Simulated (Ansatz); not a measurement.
# KNiF3: the cost of one run

Method: DFT PBEsol, scalar-relativistic, plane waves, PAW, in Ansatz 0.2.0.

The COD entry's cell or inner coordinates are ideal or old and differ from later refinements, so a difference from it is no clean test against experiment.

## 1. The system as given

It takes space group Pm-3m (No. 221, cubic). The conventional cell has a = 4.000 Å, b = 4.000 Å, c = 4.000 Å, α = 90.00°, β = 90.00°, γ = 90.00°. K (site symmetry m-3m) has 12 F at 2.83 Å as nearest neighbours. Ni (site symmetry m-3m) has 6 F at 2.00 Å as nearest neighbours. Around F (site symmetry 4/mmm) lie 2 Ni at 2.00 Å and 4 K at 2.83 Å.

Structure file:

```
K Ni F
1.0
     4.00000    0.00000    0.00000
     0.00000    4.00000    0.00000
     0.00000    0.00000    4.00000
K Ni F
1 1 3
Direct
  0.00000 0.00000 0.00000
  0.50000 0.50000 0.50000
  0.50000 0.50000 0.00000
  0.00000 0.50000 0.50000
  0.50000 0.00000 0.50000
```

The structure comes from the Crystallography Open Database.

## 2. Self-consistent density

The input, input.yaml:

```yaml
crystal:
  lattice:
    - [4.0, 0.0, 0.0]
    - [0.0, 4.0, 0.0]
    - [0.0, 0.0, 4.0]
  atoms:
    - { symbol: K, position: [0.0, 0.0, 0.0] }
    - { symbol: Ni, position: [0.5, 0.5, 0.5], spin: 2.0 }
    - { symbol: F, position: [0.5, 0.5, 0.0] }
    - { symbol: F, position: [0.0, 0.5, 0.5] }
    - { symbol: F, position: [0.5, 0.0, 0.5] }
magnetization:
  spin_polarized: true
basis:
  ecutwfc: 420
  fft_grid_basis: typed
kpoints:
  mp_grid: { grid: [6, 6, 6] }
hamiltonian:
  xc: pbesol
  pseudopotentials: { kind: paw }
scf:
  occupations: { method: gaussian, width: 0.05 }
output:
  forces: true
  stress: true
  eigenvalues: true
  bader: true
  write_density: true
  volumetric_format: npy
  populations: true
  elf: true
```

Launch:

```console
$ ansatz run input.yaml --threads 2 --pin off --max-ram 4096MiB --backend cpu --events-out ev --progress --plain --runs-dir out
```

What time and memory should one allow on 2 threads of Intel Xeon at 2.50GHz (Skylake/Cascade Lake), shared host?

About 40 s, with a peak of 0.42 GiB.
